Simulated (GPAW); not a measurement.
The system is NbSi.

```
Nb Si
1.0
     3.15644    0.00000    0.00000
     0.00000    3.15644    0.00000
     0.00000    0.00000    3.15644
Nb Si
1 1
Direct
  0.00000 0.00000 0.00000
  0.50000 0.50000 0.50000
```

The cell was built by a generator and needn't be a form met in nature.

Base run:

* Program: GPAW 26.7.0
* Functional: LDA
* Potentials or basis: the program's PAW data sets (release 1.2.1) made for this functional
* Cutoff: 600 eV
* Basis: pw
* k mesh: 8 × 8 × 8
* Occupations: fermi-dirac, width 0.05 eV
* Spin: no spin polarisation

Its results: pressure -8.2 GPa.

Problem. The run is repeated on the same cell with these changes: functional from LDA to revPBE. What comes out?

Solution. Pressure 1.6 GPa.

revPBE binds less tightly than LDA, so the same cell stands under more pressure.

Not every run made on this cell is shown here.
